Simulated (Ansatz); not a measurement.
This script makes vertical spin-state energies of CH4AlFOSe, SMILES [OH][Al]([F])[CH2][SeH] with Ansatz 0.2.0, Python API.

`ch4alfose_spin.py`
```python
"""Gap between spin states of CH4AlFOSe at one geometry."""

import ansatz as az

GEOMETRY = """
O    -0.74680    0.52570    1.96560
Al    0.61090   -0.00600    0.92930
F     2.26390    0.12290    1.54670
C     0.35780   -0.73040   -0.89400
Se   -0.58760    0.59440   -2.01060
H    -0.90600    1.53940    1.70740
H     1.27960   -1.01980   -1.34740
H    -0.32470   -1.62220   -0.82250
H    -1.85850    0.54970   -1.09150
"""


def main() -> None:
    system = az.Crystal.molecule()
    for line in GEOMETRY.strip().splitlines():
        symbol, *xyz = line.split()
        system = system.atom(symbol, [float(v) for v in xyz])

    base = (
        system.calculation()
        .basis(gaussian="cc-pVDZ")
        .functional("R2SCAN0")
    )
    found = {}
    for unpaired in [0, 2]:
        report = base.spin("collinear", total=unpaired).run().report
        s = unpaired / 2
        found[unpaired] = report["free_energy_ev"]
        print(f"2S+1 = {unpaired + 1}: E = {found[unpaired]:.5f} eV, <S^2> = {abs(report['mean_field']['state']['spin_squared']):.3f} (pure state {s * (s + 1):.2f})")
    lowest = min(found, key=found.get)
    for unpaired, e in found.items():
        print(f"multiplicity {unpaired + 1}: {(e - found[lowest]):.3f} eV above the lowest")


if __name__ == "__main__":
    main()
```

Which spin state is lowest at this geometry, and how far above lie the others?

In order: multiplicity 1 (+0.00 eV) and multiplicity 3 (+3.78 eV), all at the one geometry.

The output:

```console
$ python ch4alfose_spin.py
2S+1 = 1: E = -77809.90870 eV, <S^2> = 0.000 (pure state 0.00)
2S+1 = 3: E = -77806.12978 eV, <S^2> = 2.012 (pure state 2.00)
multiplicity 1: 0.000 eV above the lowest
multiplicity 3: 3.779 eV above the lowest
```

Total energies depend on the basis set; only differences at equal settings carry meaning. The geometry is a force-field or estimated start, not a minimum of this method, and the basis set is short of its limit. All parts are taken at fixed geometry, without zero-point energy. Run time: 25 s on 1 thread of Intel(R) Xeon(R) 6975P-C (Granite Rapids), with other jobs on the host, peak memory 0.49 GiB.

(Lines on the test bed's own set-up are left out of the output.)
